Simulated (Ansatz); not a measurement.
Mo2C on several prototypes, a ranking of structure types by relaxed energy

Program: Ansatz's Python interface.

Script `mo2c.py`:
```python
'''Mo2C on common prototypes, each relaxed.'''

import warnings

import ansatz
import numpy as np
import pandas as pd


def fluorite(first, second, a):
    return (
        ansatz.Lattice.fcc(a)
        .space_group(225)
        .atom(first, (0, 0, 0))
        .atom(second, (0.25, 0.25, 0.25))
        .primitive()
    )


def rutile(a_site, b_site, a):
    return (
        ansatz.Lattice.from_parameters(a, a, 0.65 * a, alpha=90, beta=90, gamma=90)
        .space_group(136)
        .atom(a_site, (0, 0, 0))
        .atom(b_site, (0.305, 0.305, 0))
    )


def cdi2(a_site, b_site, a):
    return (
        ansatz.Lattice.from_parameters(a, a, 1.6 * a, alpha=90, beta=90, gamma=120)
        .space_group(164)
        .atom(a_site, (0, 0, 0))
        .atom(b_site, (1 / 3, 2 / 3, 0.25))
    )


def alb2(a_site, b_site, a):
    return (
        ansatz.Lattice.from_parameters(a, a, 1.1 * a, alpha=90, beta=90, gamma=120)
        .space_group(191)
        .atom(a_site, (0, 0, 0))
        .atom(b_site, (1 / 3, 2 / 3, 0.5))
    )


def ground_state(name, crystal):
    calc = (
        crystal.calculation()
        .functional('lda')
        .basis(450)
        .kpoints(spacing=0.33)
        .occupations('fermi_dirac', width=0.05)
        .stress()
        .band_table()
    )
    calc = calc.relax(force_tolerance=0.01, max_steps=40, cell=True)
    return calc.run()


def pressure_gpa(outcome):
    return float(np.trace(outcome.report['stress_gpa']) / 3)


def volume_per_atom(outcome):
    return abs(np.linalg.det(outcome.lattice.cell_ang)) / len(outcome.lattice.sites)


def main() -> None:
    # starting lattice constants are rough guesses; the relaxation finds the rest
    warnings.simplefilter('ignore', ansatz.DeckWarning)

    phases = {}
    phases['fluorite'] = fluorite('C', 'Mo', 5.07)
    phases['rutile'] = rutile('C', 'Mo', 4.77)
    phases['CdI2'] = cdi2('C', 'Mo', 3.0)
    phases['AlB2'] = alb2('C', 'Mo', 3.19)

    done = {name: ground_state(name, crystal) for name, crystal in phases.items()}

    energy = {name: o.report['energy_sigma0_ev'] / len(o.lattice.sites) for name, o in done.items()}
    lowest = min(energy.values())
    rows = [(name, len(o.lattice.sites), 1000 * (energy[name] - lowest), pressure_gpa(o), volume_per_atom(o)) for name, o in done.items()]
    rows.sort(key=lambda row: row[2])
    print(pd.DataFrame(rows, columns=['phase', 'atoms', 'dE (meV/atom)', 'P (GPa)', 'V (A^3/atom)']).round(4).to_string(index=False))


if __name__ == '__main__':
    main()
```

Running `python mo2c.py` prints:
```text
   phase  atoms  dE (meV/atom)  P (GPa)  V (A^3/atom)
    CdI2      3         0.0000  -0.0026       12.0870
  rutile      6        66.8394   0.0050       12.2973
fluorite      3       726.7700  -0.0000       12.1148
    AlB2      3      2117.9539  -0.0078       12.8893
```

By space group at the end of each run: P-3m1 (+0 meV an atom, 12.1 Å³), P4_2/mnm (+67 meV an atom, 12.3 Å³), Fm-3m (+727 meV an atom, 12.1 Å³) and P6/mmm (+2118 meV an atom, 12.9 Å³).

No spin polarisation was allowed. For the metals among these phases the mesh is modest: differences between phases can be off by up to 40 meV an atom. Pressure is positive in compression. The cells are built on prototypes, so most aren't the phase found in nature. Rows bear the name of their start, and a relaxation keeps or raises the symmetry. Differences under about 40 meV an atom lie within the error of mesh and functional. It ran for 42 s on 1 thread of Intel(R) Xeon(R) 6975P-C (Granite Rapids) (shared host), peak memory 0.51 GiB.

(Lines on the test bed's own set-up are left out of the output.)
